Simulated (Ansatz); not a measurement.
# SiGePH+ (quartet): from Hartree-Fock to the top rungs, cc-pVDZ

One table from this session's results is given with a row withheld; the runs are named, their logs left out.

Program: Ansatz 0.2.0, Gaussian basis. Level of theory: cc-pVDZ, core rule «outside noble gas», up to 24 orbitals frozen. These are calculated values, not measurements.

Plan: UHF; CCSD(T) on ROHF; CCSD(T) on UHF; BCCD(T) on ROHF; CISD; CCSDT(Q) on ROHF; CCSDT(Q) on UHF.

25 further runs of the same task are left out: 13 that didn't finish, 12 set aside as unsound or not needed.

## The geometry

The geometry is a PBE0/def2-TZVP stationary point (not a proven minimum) of the parent state, kept for this charge and spin. No spin-orbit coupling is included. The filled d shell of Ge may be among the frozen orbitals whatever the setting's name suggests; the logs give the count.

4 atoms, charge 1, spin multiplicity 4.

Atoms are counted from 1 here; the program's logs count them from 0.

Bond lengths: Ge1–Si2 2.558 Å, Ge1–P3 2.213 Å, Si2–P3 2.167 Å, Si2–H4 1.507 Å. Angles: Si2–Ge1–P3 53.4°, Ge1–Si2–P3 55.1°, Ge1–Si2–H4 110.3°, P3–Si2–H4 121.4°, Ge1–P3–Si2 71.5°.

Coordinates:

```tsv
atom	x (Å)	y (Å)	z (Å)
Ge1	0.00981	0.20244	0.94282
Si2	-0.10479	0.77749	-1.54713
P3	0.03546	-1.23001	-0.74432
H4	1.12342	1.54442	-1.96455
```

Set-up of the first run:

Contents of in.yaml:

```yaml
crystal:
  periodic: [false, false, false]
  atoms:
    - {symbol: Ge, position_ang: [0.009806, 0.202438, 0.942821]}
    - {symbol: Si, position_ang: [-0.104787, 0.777489, -1.547135]}
    - {symbol: P, position_ang: [0.035461, -1.230007, -0.744318]}
    - {symbol: H, position_ang: [1.123418, 1.544418, -1.964550]}
basis:
  gaussian: {orbitals: cc-pVDZ}
total_charge: 1
magnetization: {spin_polarized: true, initial_magnetization: 3}
hamiltonian: {xc: hf}
output: {orbitals: {seedname: orbitals}}
```

Command:

```
ansatz run in.yaml --threads 1 --pin off --events-out ev --progress --plain --max-ram 2393MiB
```

Steps of the session up to this table: UHF; CCSD(T) on ROHF; CCSD(T) on UHF; BCCD(T) on ROHF; CISD; CCSDT(Q) on ROHF; CCSDT(Q) on UHF.

One of the session's tables, all rows but one given; the rest of the session is left out.

```
   method  from RCCSDT(Q) (meV)
     ROHF               +7543.4
     RMP2               +1461.5
     UMP2                     ?
     CISD               +1116.4
    RCCSD                +399.8
    UCCSD                +216.7
 RCCSD(T)                 +75.8
 UCCSD(T)                -213.6
  BCCD(T)                 +74.0
   RCCSDT                 +25.6
   UCCSDT                -260.0
RCCSDT(Q)                     0
UCCSDT(Q)                -309.6
```

Q: Estimate the row for UMP2 from the others.

As computed: from RCCSDT(Q) (meV): +1261.6. In the column «from RCCSDT(Q) (meV)» it lies between CISD (+1116.4) and RMP2 (+1461.5).

Left out of the table: UHF (another determinant or state than the rows shown).

Limits of these values: Warnings: spin contamination; coupled cluster took another determinant than the lowest; large T1 diagnostic. Restricted and unrestricted rows rest on different reference determinants; where their highest levels disagree by more than a few hundredths of an eV, they describe different states and don't form one ladder.
